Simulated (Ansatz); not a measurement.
The system is NaSb2Au.

```
CELL_PARAMETERS angstrom
4.35730 0.00000 0.00000
-2.17865 3.77354 0.00000
0.00000 0.00000 6.81847
ATOMIC_POSITIONS crystal
Na 0.00000 0.00000 0.50000
Sb 0.66667 0.33333 0.81632
Sb 0.33333 0.66667 0.18368
Au 0.00000 0.00000 0.00000
```

The cell was built by a generator and needn't be a form met in nature.

Base run:

* Program: Ansatz 0.2.0
* Functional: r2SCAN
* Potentials or basis: Ansatz PAW
* Cutoff: 500 eV (not typed: the program's choice for these potentials)
* k mesh: 5 × 5 × 3
* Occupations: fermi-dirac, width 0.05 eV
* Spin: no spin polarisation

Its results: band gap on the k mesh none (metal or under the smearing width); pressure -1.5 GPa; largest force 0.156 eV/Å.

The run is repeated on the same cell with these changes: functional from r2SCAN to revPBE; cutoff from 500 eV (not typed: the program's choice for these potentials) to 420 eV (not typed: the program's choice for these potentials). What comes out?

Band gap on the k mesh none (metal or under the smearing width); pressure 1.2 GPa; largest force 0.032 eV/Å.

Caveats: spin-orbit coupling is left out, which moves the levels of the heavy elements; the PAW data sets come from PBE, with cores solved anew for the run's functional, which leaves a small shift of forces and pressure.
